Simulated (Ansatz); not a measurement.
# RuSe (zincblende): how the settings move a single-point run

Question: which choices in the input matter for RuSe (zincblende)?

Computed with Ansatz 0.2.0 (reference: DFT r2SCAN, scalar-relativistic, plane waves, PAW, unless a step's input says otherwise).

1 further run of the same task is left out (set aside as unsound or not needed). Runs told in other sessions of the task aren't counted.

## (1) The starting structure

Symmetry: F-43m, No. 216, cubic system. The conventional cell has a = 5.465 Å, b = 5.465 Å, c = 5.465 Å, α = 90.00°, β = 90.00°, γ = 90.00°. Ru (site symmetry -43m) has 4 Se at 2.37 Å in its first shell of neighbours. Se (site symmetry -43m) is surrounded by 4 Ru at 2.37 Å.

Structure file:

```cif
data_structure
_symmetry_space_group_name_H-M 'P 1'
_symmetry_Int_Tables_number 1
_cell_length_a 3.8642
_cell_length_b 3.8642
_cell_length_c 3.8642
_cell_angle_alpha 60.000
_cell_angle_beta 60.000
_cell_angle_gamma 60.000
_cell_volume 40.80
loop_
_atom_site_label
_atom_site_type_symbol
_atom_site_fract_x
_atom_site_fract_y
_atom_site_fract_z
_atom_site_occupancy
Ru1 Ru 0.00000 0.00000 0.00000 1
Se1 Se 0.25000 0.25000 0.25000 1
```

## (2) Baseline

input.yaml

```yaml
crystal:
  lattice:
    - [0.0, 2.7324236492, 2.7324236492]
    - [2.7324236492, 0.0, 2.7324236492]
    - [2.7324236492, 2.7324236492, 0.0]
  atoms:
    - { symbol: Ru, position: [0.0, 0.0, 0.0] }
    - { symbol: Se, position: [0.25, 0.25, 0.25] }
basis:
  ecutwfc: 500
  ecutrho_ratio: 4
kpoints:
  mp_grid: { grid: [10, 10, 10] }
hamiltonian:
  xc: r2scan
scf:
  occupations: { method: gaussian, width: 0.05 }
output:
  forces: true
  stress: true
  eigenvalues: true
```

Run with:

```bash
ansatz run input.yaml --threads 2 --pin off --max-ram 2662MiB --backend cpu --events-out ev --progress --plain --runs-dir out
```

## (3) Changed: mp_grid.grid [12, 12, 12], lower_state_search off

input.yaml: that of step 2 with these lines changed.

```diff
@@ -12,3 +12,3 @@
 kpoints:
-  mp_grid: { grid: [10, 10, 10] }
+  mp_grid: { grid: [12, 12, 12] }
 hamiltonian:
@@ -17,2 +17,3 @@
   occupations: { method: gaussian, width: 0.05 }
+  lower_state_search: "off"
 output:
@@ -20,2 +21 @@
   stress: true
-  eigenvalues: true
```

## (4) Variant: hubbard.sites [{species: Ru, l: d, u_eff: 5.0}], hubbard.double_counting fll, eigensolver.kind davidson

input.yaml: that of step 2 with these lines changed.

```diff
@@ -15,4 +15,6 @@
   xc: r2scan
+  hubbard: { sites: [{ species: Ru, l: d, u_eff: 5.0 }], double_counting: fll }
 scf:
   occupations: { method: gaussian, width: 0.05 }
+  eigensolver: { kind: davidson }
 output:
@@ -20,2 +22 @@
   stress: true
-  eigenvalues: true
```

## (5) Changed: dr2_threshold 1.0e-09, chi_scale 0.0, accuracy medium

input.yaml: that of step 2 with these lines changed.

```diff
@@ -17,2 +17,4 @@
   occupations: { method: gaussian, width: 0.05 }
+  convergence: { dr2_threshold: 1.0e-09 }
+  initial_density: { chi_scale: 0.0 }
 output:
@@ -20,2 +22,2 @@
   stress: true
-  eigenvalues: true
+accuracy: medium
```

Q: Predict the outcome of this session. Wanted: for each run, ending; energy change; pressure; gap; force.

As calculated:

| run | ending | energy change | pressure (GPa) | gap (eV) | force (eV/Å) | cycles | time |
| --- | --- | --- | --- | --- | --- | --- | --- |
| reference | converged | 0 | 0.0 | 0.00 | 0.00 | 6 | 3.2 s |
| 1: mp_grid.grid [12, 12, 12], lower_state_search off | converged | -1.4 meV/atom | 0.0 | 0.00 | 0.00 | 6 | 4.6 s |
| 2: hubbard.sites [{species: Ru, l: d, u_eff: 5.0}], hubbard.double_counting fll, eigensolver.kind davidson | converged | +2.14 eV/atom (Hubbard term changed: no physical gain or loss) | -0.2 | 0.00 | 0.00 | 9 | 5 s |
| 3: dr2_threshold 1.0e-09, chi_scale 0.0, accuracy medium | converged | 0.0 meV/atom | 0.0 | 0.00 | 0.00 | 10 | 4.1 s |

Residual by cycle in the longest SCF loop of each run; runs are numbered as in the table. The quantity is the density residual dr2, in eV.

| cycle | reference | run 1 | run 2 | run 3 |
| --- | --- | --- | --- | --- |
| 1 | 0.0053 | 0.00561 | 1.13 | 0.984 |
| 2 | 0.00129 | 0.0018 | 0.241 | 0.119 |
| 3 | 1.3e-4 | 9.6e-5 | 0.0389 | 0.0363 |
| 4 | 8.9e-6 | 5.0e-6 | 0.011 | 0.00235 |
| 5 | 6.8e-7 | 4.1e-7 | 8.3e-4 | 7.1e-4 |
| 6 | 5.0e-8 | 3.7e-8 | 1.8e-4 | 3.7e-5 |
| 7 | - | - | 1.3e-5 | 3.5e-6 |
| 8 | - | - | 1.4e-6 | 4.4e-8 |
| 9 | - | - | 6.3e-8 | 3.0e-9 |
| 10 | - | - | - | 7.1e-10 |

Of the converged runs whose energies compare with the reference's, «mp_grid.grid [12, 12, 12], lower_state_search off» moves the energy most (-1.4 meV/atom). A changed U is a change of model: its shifts are not errors of convergence. The reference leaves spin out although Ru can carry a moment, so its state need not be the lowest.
